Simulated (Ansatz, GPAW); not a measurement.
# C with PBE in single-zeta orbitals from a Python script

These are simulated results from GPAW 26.7.0, not measurements. The cell was built from a prototype and was relaxed with r2SCAN in plane waves (Ansatz 0.2.0). Not every such cell is a known phase. All runs are without spin polarisation.

The symmetry is P6_3/mmc (No. 194, hexagonal); conventional cell a = 2.503 Å, c = 4.169 Å, 5.66 Å³ an atom. C is surrounded by 4 C at 1.54–1.56 Å.

The basis is minimal: single zeta, one radial function for each shell that the log's basis lists. It describes the filled bands fairly and the empty ones poorly.

run.py reads:

```python
import json
from ase import Atoms
from gpaw import GPAW, PW, FermiDirac

atoms = Atoms(['C', 'C', 'C', 'C'],
              cell=[[2.503195, 0.0, 0.0], [-1.251598, 2.167831, 0.0], [-0.0, 0.0, 4.168869]],
              scaled_positions=[[0.333333, 0.666667, 0.000231], [0.666667, 0.333333, 0.500231], [0.333333, 0.666667, 0.374769], [0.666667, 0.333333, 0.874769]],
              pbc=True)
calc = GPAW(mode='lcao', basis='sz(dzp)', h=0.2, xc='PBE', kpts={'size': (9, 9, 4), 'gamma': True},
            occupations=FermiDirac(0.02), maxiter=100, legacy_gpaw=True, txt='gpaw.txt')
atoms.calc = calc
res = {'energy': atoms.get_potential_energy(force_consistent=True)}
res['electrons'] = calc.get_number_of_electrons()
res['k'] = calc.get_ibz_k_points().tolist()
res['levels'] = [calc.get_eigenvalues(kpt=i).tolist() for i in range(len(res['k']))]
points = [[0.0, 0.0, 0.0], [0.5, 0.0, 0.0], [0.333333, 0.333333, 0.0], [0.0, 0.0, 0.5], [0.5, 0.0, 0.5], [0.333333, 0.333333, 0.5]]
bands = calc.fixed_density(kpts=points, symmetry='off', txt='bands.txt')
res['points'] = [bands.get_eigenvalues(kpt=i).tolist() for i in range(len(points))]
json.dump(res, open('results.json', 'w'))
print('free energy (eV):', round(res['energy'], 5))
```

Command: `python run.py`. It took 42 s on 1 thread of Arm Neoverse V1, with other jobs on the host, peak memory 0.14 GiB.

The log gpaw.txt, trimmed of paths, versions and times, then the last line on the terminal. An iter line gives the energy in eV and the logarithms of the changes of orbitals (plane waves alone) and density (c: converged):

```
___ ___ ___ _ _ _
 |   |   |_  | | | |

 | | | | | . | | | |

 |__ |  _|___|_____|  26.7.0
 |___|_|

Input parameters:
  basis: sz(dzp)
  h: 0.2
  kpts: {gamma: True,
         size: (9, 9, 4)}
  maxiter: 100
  mode: lcao
  occupations: {fixmagmom: False,
                name: fermi-dirac,
                width: 0.02}
  xc: PBE

System changes: positions, numbers, cell, pbc, initial_charges, initial_magmoms

Initialize ...

species:
  C:
    name:    Carbon
    Z:       6.0
    valence: 4
    core:    2
    charge:  0.0  # [|e|]
    compensation charges:
      type: gauss
      rc: 0.20  # [Å]
      lmax: 2
    cutoffs:
      filter: 1.14  # [Å]
      core: 1.14  # [Å]
    projectors
    | kind |    occ | energy [eV] | rcut [Å] |

    |------|--------|-------------|----------|

    |   2s |  2.000 |     -13.751 |    0.635 |

    |   2p |  2.000 |      -5.284 |    0.635 |

    |    s |        |      13.461 |    0.635 |

    |    p |        |      21.927 |    0.635 |

    |    d |        |       0.000 |    0.635 |

    LCAO basis set for C:
      Name: sz(dzp)
      Number of radial functions: 2
      Number of spherical harmonics: 4
        l=0, rc=5.5469 Bohr: 2s-sz confined orbital
        l=1, rc=6.6719 Bohr: 2p-sz confined orbital
      Number of RI-basis functions 0

Reference energy: -4110.512462  # eV

Spin-paired calculation

Convergence criteria:
 Maximum [total energy] change in last 3 cyles: 0.0005 eV / valence electron
 Maximum integral of absolute [dens]ity change: 0.0001 electrons / valence electron
 Maximum integral of absolute [eigenst]ate change: 4e-08 eV^2 / valence electron
 Maximum number of scf [iter]ations: 100
 (Square brackets indicate name in SCF output, whereas a 'c' in
 the SCF output indicates the quantity has converged.)

Symmetries present (total): 1

  ( 1  0  0)
  ( 0  1  0)
  ( 0  0  1)

324 k-points: 9 x 9 x 4 Monkhorst-Pack grid + [0.000000,0.000000,1/8]
163 k-points in the irreducible part of the Brillouin zone
       k-points in crystal coordinates                weights
   0:     0.00000000    0.00000000    0.00000000          1/324
   1:     0.00000000    0.00000000    0.25000000          2/324
   2:     0.00000000    0.00000000    0.50000000          1/324
   3:     0.00000000    0.11111111   -0.25000000          2/324
   4:     0.00000000    0.11111111    0.00000000          2/324
   5:     0.00000000    0.11111111    0.25000000          2/324
   6:     0.00000000    0.11111111    0.50000000          2/324
   7:     0.00000000    0.22222222   -0.25000000          2/324
   8:     0.00000000    0.22222222    0.00000000          2/324
   9:     0.00000000    0.22222222    0.25000000          2/324
          ...
 162:     0.44444444    0.44444444    0.50000000          2/324

Wave functions: LCAO
  Diagonalizer: Serial LAPACK
  Atomic Correction: dense with blas
  Data-type: complex

Occupation numbers: Fermi-Dirac:
  width: 0.0200  # eV

Eigensolver
   LCAO using direct dense diagonalizer

Densities:
  Coarse grid: 12*12*20 grid
  Fine grid: 24*24*40 grid
  Total Charge: 0.000000

Density mixing:
  Method: separate
  Backend: msr1
  Linear mixing parameter: 0.05
  old densities: 10
  Width of damping distribution: 1.1
  Damping of long wavelength oscillations: 20

Hamiltonian:
  XC and Coulomb potentials evaluated on a 24*24*40 grid
  Using the PBE Exchange-Correlation functional
  Interpolation: tri-quintic (5. degree polynomial)
  Poisson solver: FastPoissonSolver using
    Stencil: 8*3+1=25 point O(h^6) finite-difference Laplacian
    FFT axes: [np.int64(0), np.int64(1), np.int64(2)]
    FST axes: []

XC parameters: PBE with 2 nearest neighbor stencil

Memory estimate:
  Process memory now: 108.57 MiB
  Calculator: 8.52 MiB
    Density: 3.44 MiB
      Arrays: 0.57 MiB
      Localized functions: 2.42 MiB
      Mixer: 0.44 MiB
    Hamiltonian: 0.57 MiB
      Arrays: 0.37 MiB
      XC: 0.00 MiB
      Poisson: 0.00 MiB
      vbar: 0.19 MiB
    Wavefunctions: 4.52 MiB
      C [qnM]: 0.56 MiB
      S, T [2 x qmm]: 1.27 MiB
      P [aqMi]: 0.13 MiB
      BasisFunctions: 2.56 MiB
      Eigensolver: 0.00 MiB

Total number of cores used: 1

Number of atoms: 4
Number of atomic orbitals: 16
Number of bands in calculation: 14
Number of valence electrons: 16
Bands to converge: occupied
Positions:
   0 C     -0.000002    1.445221    0.000963    ( 0.0000,  0.0000,  0.0000)
   1 C      1.251599    0.722610    2.085398    ( 0.0000,  0.0000,  0.0000)
   2 C     -0.000002    1.445221    1.562363    ( 0.0000,  0.0000,  0.0000)
   3 C      1.251599    0.722610    3.646797    ( 0.0000,  0.0000,  0.0000)

Unit cell:
           periodic     x           y           z      points  spacing
  1. axis:    yes    2.503195    0.000000    0.000000    12     0.1807
  2. axis:    yes   -1.251598    2.167831    0.000000    12     0.1807
  3. axis:    yes   -0.000000    0.000000    4.168869    20     0.2084

  Lengths:   2.503195   2.503196   4.168869
  Angles:   90.000000  90.000000 120.000004

Effective grid spacing dv^(1/3) = 0.1988

iter:   1   -32.751397        c
iter:   2   -32.765177        c -1.16
iter:   3   -32.893276        c -1.18
iter:   4   -32.897123        c -1.99
iter:   5   -32.897116c       c -3.12
iter:   6   -32.897113c       c -3.70
iter:   7   -32.897113c       c -4.94c

Converged after 7 iterations.

Energy contributions relative to reference atoms: (reference = -4110.512462)

Kinetic:         +8.047752
Potential:       -7.542837
External:        +0.000000
XC:             -33.974244
Entropy (-ST):   -0.000000
Local:           +0.572216
SIC:             +0.000000
--------------------------
Free energy:    -32.897113
Extrapolated:   -32.897113

Showing only first 2 kpts
 Kpt  Band  Eigenvalues  Occupancy
  0     6     11.87786    2.00000
  0     7     11.88316    2.00000
  0     8     17.86119    0.00000
  0     9     17.87175    0.00000

  1     6     11.20636    2.00000
  1     7     11.21109    2.00000
  1     8     18.71811    0.00000
  1     9     18.72945    0.00000

Fermi level: 14.55867

Gap: 5.978 eV
Transition (v -> c):
  (s=0, k=0, n=7, [0.00, 0.00, 0.00]) -> (s=0, k=0, n=8, [0.00, 0.00, 0.00])
No difference between direct/indirect transitions

free energy (eV): -32.89711
```

The gap in the log is over the mesh alone; results.json adds the listed points. PBE in single-zeta orbitals gives a gap of 5.98 eV. On the same cell, plane-wave PBE (Ansatz, 12×12×6 k points and the special points) gives a gap of 3.32 eV and r2SCAN a gap of 3.60 eV; on shared hosts these took about 1.9 and 3.9 core-seconds on the 4-atom cell, against 42 for the script. Semilocal gaps usually lie below measured ones.
